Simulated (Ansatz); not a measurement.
## CAs: a test of scalar relativity, step by step

With the Python package of Ansatz (0.2.0).

Notebook, run cell by cell (the value of a cell's last expression is shown):

```python
import ansatz as az
from ase import Atoms
import numpy as np
```

```python
atoms = Atoms(["As", "C"], positions=[
    (0.0, 0.0, 0.0),
    (0.0, 0.0, 1.885),
])
cas = az.Crystal.molecule_from_ase(atoms)
```

```python
calc = cas.calculation()
calc = calc.functional("pbe", dispersion="d3bj").spin("collinear", total=1)
calc = calc.forces()
# a set contracted for a scalar-relativistic Hamiltonian goes with the relativistic run
sets = {"none": "cc-pVTZ", "scalar": "cc-pVTZ-DK"}
found = {kind: calc.basis(gaussian=basis).pseudopotentials(relativity=kind).run().report for kind, basis in sets.items()}
for kind, each in found.items():
    dipole = 4.803205 * np.linalg.norm(each["charge_distribution"]["dipole_moment_e_ang"])
    print(f"{kind:7s} E = {each['free_energy_ev']:.4f} eV  dipole {dipole:.3f} D  largest force component {np.abs(each['forces_ev_ang']).max():.4f} eV/A")
print(f"relativity lowers the total energy by {found['none']['free_energy_ev'] - found['scalar']['free_energy_ev']:.3f} eV")
```

    none    E = -61864.2642 eV  dipole 1.471 D  largest force component 4.7616 eV/A
    scalar  E = -62542.3027 eV  dipole 1.524 D  largest force component 4.7803 eV/A
    relativity lowers the total energy by 678.038 eV

The total moves by -678.0 eV, nearly all in the cores, and the dipole from 1.47 to 1.52 D.

Total energies depend on the basis set; only differences at equal settings carry meaning. The geometry is a force-field or estimated start, not a minimum of this method. The basis set changes with the Hamiltonian (a set recontracted for scalar relativity), and most of the change in the total lies in the cores. The species is open-shell (spin multiplicity 2). The expectation value of S² is noticeably off S(S+1) in at least one run, so that state is spin-contaminated. The spin state was assumed, and another may lie lower. The whole script took 6.2 s on 1 thread of Intel(R) Xeon(R) 6975P-C (Granite Rapids) (shared host), peak memory 0.21 GiB.
